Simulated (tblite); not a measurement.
# C4H11F2NSi: the cost of one run

Computed with tblite 0.8.0 and PySCF 2.14.0, with density-fitted response routines of our own, on a single molecule in the gas phase. Atoms count from 0, in the outputs and in this text.

## 1. Starting geometry

19 atoms, charge 0, multiplicity 1; geometry from: force field or distance geometry start.

Bonds of the start (Å): C0–N1 1.44, N1–Si2 1.78, Si2–C3 1.84, C3–C4 1.51, C4–F5 1.40, C3–C6 1.51, C6–F7 1.40, C0–H8 1.13, C0–H9 1.09, C0–H10 1.11, N1–H11 1.05, Si2–H12 1.48, Si2–H13 1.46, C3–H14 1.12, C4–H15 1.11, C4–H16 1.10, C6–H17 1.09, C6–H18 1.10.

## 2. Geometry optimisation with GFN2-xTB

What the job is given:

```
{"job": {"kind": "relax", "xc": "GFN2-xTB", "basis": "xTB"}, "charge": 0, "multiplicity": 1}
C      3.011400     0.010100    -0.025800
N      1.843500    -0.706500     0.402800
Si     0.496600    -0.317300    -0.700500
C     -1.027200    -0.159100     0.312700
C     -1.452600     1.281700     0.404000
F     -1.698400     1.679500    -0.910600
C     -2.225700    -0.928300    -0.176200
F     -3.220500    -0.649900     0.775400
H      3.191000     0.845400     0.711200
H      3.864600    -0.665000     0.053200
H      2.839500     0.413900    -1.040400
H      1.588900    -0.542100     1.410000
H      0.829500     0.955000    -1.371400
H      0.463700    -1.353100    -1.722300
H     -0.862700    -0.512700     1.366500
H     -2.427200     1.297700     0.939400
H     -0.656700     1.858100     0.890600
H     -2.553400    -0.489500    -1.117600
H     -2.014100    -2.008800    -0.208500
```

Command:

```
$ OMP_NUM_THREADS=1 python probes_run.py task.json out
```

This one command runs all jobs of the session in turn.

Q: Estimate the wall time and peak memory of this first job on 1 thread of Intel Xeon at 2.50GHz, shared host.

About 3.9 s, with a peak of 0.18 GiB.
